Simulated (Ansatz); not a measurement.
**FH₂InO₂: relaxing the structure**

Aim: relax FH₂InO₂ from a cheap starting geometry.

Method: RKS PBE0-D4/def2-TZVP; program: Ansatz 0.2.0, Gaussian basis.

The runs, in order: relaxation at PBE0-D4/def2-TZVP.

1 further run of the same task is left out (set aside as unsound or not needed).

### 1 The starting structure

SMILES `[OH][In]([OH])[F]`, 6 atoms, charge 0, spin multiplicity 1.

Atoms are counted from 1 here; the program's logs count them from 0.

Bond lengths: O1–In2 1.927 Å, O1–H5 0.961 Å, In2–O3 1.928 Å, In2–F4 1.961 Å, O3–H6 0.960 Å. Angles: In2–O1–H5 109.1°, O1–In2–O3 133.7°, O1–In2–F4 113.2°, O3–In2–F4 113.1°, In2–O3–H6 108.9°.

As a file:

```
atom    x (Å)    y (Å)    z (Å)
  O1  -1.4774   0.9366   0.8638
 In2  -0.0335  -0.0333   0.0343
  O3   0.5559  -1.8676   0.1125
  F4   1.0709   1.0808  -1.1419
  H5  -1.4629   1.8458   0.5545
  H6   1.3470  -1.9624  -0.4231
```

The start is a GFN2-xTB geometry. In takes the def2 core potential; no spin-orbit term is included.

### 2 Geometry optimisation, PBE0-D4/def2-TZVP

File in.yaml:

```yaml
crystal:
  periodic: [false, false, false]
  atoms:
    - {symbol: O, position_ang: [-1.477370, 0.936600, 0.863800]}
    - {symbol: In, position_ang: [-0.033530, -0.033290, 0.034270]}
    - {symbol: O, position_ang: [0.555900, -1.867620, 0.112480]}
    - {symbol: F, position_ang: [1.070890, 1.080830, -1.141890]}
    - {symbol: H, position_ang: [-1.462930, 1.845840, 0.554480]}
    - {symbol: H, position_ang: [1.347040, -1.962370, -0.423130]}
basis:
  gaussian: {orbitals: def2-TZVP}
hamiltonian: {xc: pbe0, dispersion: d4}
relax: {f_tol: 0.005, max_steps: 150}
```

Launch:

```console
$ ansatz run in.yaml --threads 2 --pin off --events-out ev --progress --plain --max-ram 32768MiB --backend cpu
```

Before running them: what should the planned runs give, taken together? Wanted: point group; shift from the start; total energy; dispersion term; dipole moment.

As calculated:

| quantity | value |
| --- | --- |
| point group | C2v |
| steps | 6 |
| shift from the start (rms) | 0.064 Å |
| total energy | -12015.1345 eV |
| dispersion term | -74 meV |
| dipole moment | 0.18 D |

The atoms moved 0.06 Å (rms) from the start; the bond that changed most is O1–In2, from 1.927 to 1.956 Å. No vibrations were run, so it is not proven to be a minimum. The largest Mulliken charge, +1.09 e, sits on In2.
